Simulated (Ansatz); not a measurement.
This script drives Ansatz's Python interface.

Script `c3h10aln.py`:
```python
"""Single point of C3H10AlN."""

import ansatz as az
import numpy as np
import pandas as pd

geometry_ang = [
    ("C", (-1.7321, 1.0191, 1.3943)),
    ("Al", (-0.023, 1.3115, 0.4898)),
    ("C", (1.1591, -0.261, 0.2088)),
    ("C", (0.62, -1.3869, -0.5872)),
    ("N", (0.4184, -1.0723, -2.0199)),
    ("H", (-2.5921, 1.3746, 0.6845)),
    ("H", (-1.7997, 1.6969, 2.2978)),
    ("H", (-1.8639, 0.0148, 1.6563)),
    ("H", (0.4218, 2.775, 0.0104)),
    ("H", (1.4497, -0.6399, 1.2583)),
    ("H", (2.1196, 0.0757, -0.2456)),
    ("H", (-0.4348, -1.6366, -0.1485)),
    ("H", (1.13, -2.2795, -0.5055)),
    ("H", (1.3287, -0.7821, -2.3597)),
    ("H", (-0.2235, -0.26, -2.1043)),
]
system = az.Crystal.molecule()
for symbol, xyz in geometry_ang:
    system = system.atom(symbol, xyz)

job = (
    system.calculation()
    .basis(gaussian="def2-SVP")
    .correlation("CCSD")
    .forces()
)
print(job.to_yaml())
trace = []
out = job.session().plan().execute(on_event=trace.append)
summary = out.report
for event in trace:
    if event["event"] == "mean_field_evaluation" and event["data"]["evaluation"] <= 25:
        print("pass {evaluation:3d}  E = {energy_ev:.6f} eV  gradient {gradient_ev:.1e}".format(**event["data"]))

for key in ("converged", "free_energy_ev", "reference_energy_ev", "n_frozen", "n_occupied", "n_virtual"):
    print(f"{key:22s} {summary[key]}")

print("correlation energy", round(summary["free_energy_ev"] - summary["reference_energy_ev"], 5), "eV")
cluster = summary["correlation"].get("coupled_cluster")
if cluster:
    print("cycles", cluster["cycles"], " T1 diagnostic", round(cluster["t1_diagnostic"], 4), " largest double", round(cluster["largest_double"], 4))

state = summary["mean_field"]["state"]
print(f"mean field: {state['energy']['hartree']:.7f} Ha, <S^2> = {abs(state['spin_squared']):.4f}, stability: {state.get('stability', {}).get('kind')}")

symbols = [site.symbol for site in system.cartesian_sites]
print("forces (eV/A)")
for symbol, f in zip(symbols, summary["forces_ev_ang"]):
    print(f"  {symbol:2s} {f[0]:9.4f} {f[1]:9.4f} {f[2]:9.4f}")

charges = summary["charge_distribution"]
table = pd.DataFrame({"atom": symbols, "mulliken": charges["mulliken_charges_e"], "lowdin": charges["lowdin_charges_e"]})
print(table.round(3).to_string())
print("dipole (e A):", np.round(charges["dipole_moment_e_ang"], 4) + 0.0)
```

It is started by `python c3h10aln.py`. Estimate its wall time and peak memory on 1 thread of Arm Neoverse V1, with other jobs on the host.

It took about 61 s, with a peak of 1.1 GiB, for 1 run of the engine.

`python c3h10aln.py` gives:
```text
crystal:
  periodic: [false, false, false]
  atoms:
    - { symbol: C, position_ang: [-1.7321, 1.0191, 1.3943] }
    - { symbol: Al, position_ang: [-0.023, 1.3115, 0.4898] }
    - { symbol: C, position_ang: [1.1591, -0.261, 0.2088] }
    - { symbol: C, position_ang: [0.62, -1.3869, -0.5872] }
    - { symbol: "N", position_ang: [0.4184, -1.0723, -2.0199] }
    - { symbol: H, position_ang: [-2.5921, 1.3746, 0.6845] }
    - { symbol: H, position_ang: [-1.7997, 1.6969, 2.2978] }
    - { symbol: H, position_ang: [-1.8639, 0.0148, 1.6563] }
    - { symbol: H, position_ang: [0.4218, 2.775, 0.0104] }
    - { symbol: H, position_ang: [1.4497, -0.6399, 1.2583] }
    - { symbol: H, position_ang: [2.1196, 0.0757, -0.2456] }
    - { symbol: H, position_ang: [-0.4348, -1.6366, -0.1485] }
    - { symbol: H, position_ang: [1.13, -2.2795, -0.5055] }
    - { symbol: H, position_ang: [1.3287, -0.7821, -2.3597] }
    - { symbol: H, position_ang: [-0.2235, -0.26, -2.1043] }
basis:
  gaussian:
    orbitals: def2-SVP
correlation:
  method: ccsd
output:
  forces: true

pass   1  E = -11303.867409 eV  gradient 3.8e+01
pass   2  E = -11303.872782 eV  gradient 3.8e+01
pass   3  E = -11307.166111 eV  gradient 1.6e+01
pass   4  E = -11307.773455 eV  gradient 3.5e+00
pass   5  E = -11307.818613 eV  gradient 5.8e-01
pass   6  E = -11307.819874 eV  gradient 2.0e-01
pass   7  E = -11307.819162 eV  gradient 2.0e-01
pass   8  E = -11307.819350 eV  gradient 1.5e-04
pass   9  E = -11307.819350 eV  gradient 1.8e-04
pass  10  E = -11307.819350 eV  gradient 1.8e-06
pass  11  E = -11307.819350 eV  gradient 1.8e-06
pass  12  E = -11303.868161 eV  gradient 3.8e+01
pass  13  E = -11307.160884 eV  gradient 1.6e+01
pass  14  E = -11307.768020 eV  gradient 3.5e+00
pass  15  E = -11307.813229 eV  gradient 5.8e-01
pass  16  E = -11307.814508 eV  gradient 2.0e-01
pass  17  E = -11307.819152 eV  gradient 2.1e-01
pass  18  E = -11307.814685 eV  gradient 6.6e-02
pass  19  E = -11307.819350 eV  gradient 1.8e-06
converged              True
free_energy_ev         -11327.982319932182
reference_energy_ev    -11307.819349806225
n_frozen               9
n_occupied             [15, 15]
n_virtual              [100, 100]
correlation energy -20.16297 eV
cycles 11  T1 diagnostic 0.0091  largest double 0.0257
mean field: -415.5546964 Ha, <S^2> = 0.0000, stability: minimum
forces (eV/A)
  C    -0.8494    3.4144   -1.1727
  Al    0.2522    0.0682   -0.0911
  C     1.5998    0.9109    1.7440
  C    -4.6834    1.3112   -0.5337
  N    -0.4324   -0.0631    0.6568
  H     1.2101   -0.6995    1.1579
  H    -0.0509   -0.6705   -0.5815
  H    -0.5256   -1.9968    0.6605
  H    -0.0730   -0.2104    0.0876
  H    -0.3150    0.4458   -1.0162
  H    -0.0696   -0.0719    0.1834
  H     1.3999    0.1303   -0.7474
  H     1.8093   -2.3631    0.0979
  H     0.1238    0.3270   -0.4051
  H     0.6041   -0.5325   -0.0402
   atom  mulliken  lowdin
0     C    -0.446  -0.160
1    Al     0.801   0.364
2     C    -0.424  -0.179
3     C     0.117  -0.012
4     N    -0.293   0.091
5     H     0.058   0.040
6     H     0.057   0.026
7     H     0.052  -0.016
8     H    -0.220  -0.151
9     H     0.040   0.032
10    H     0.033   0.005
11    H     0.021   0.010
12    H     0.011  -0.035
13    H     0.098  -0.016
14    H     0.093   0.001
dipole (e A): [0.1007 0.1413 0.1986]
```

Total energies depend on the basis set; only differences at equal settings carry meaning. The geometry is a force-field or estimated start, not a minimum of this method, and the basis set is short of its limit. The Löwdin charges here are taken after orthogonalising the functions within each atom; they differ from plain Löwdin charges, and their signs can be unphysical. Inner cores stay frozen, so this is valence correlation. S² is that of the Hartree-Fock reference. Early passes use coarser integrals and grids, so their energies can't be compared with the last.
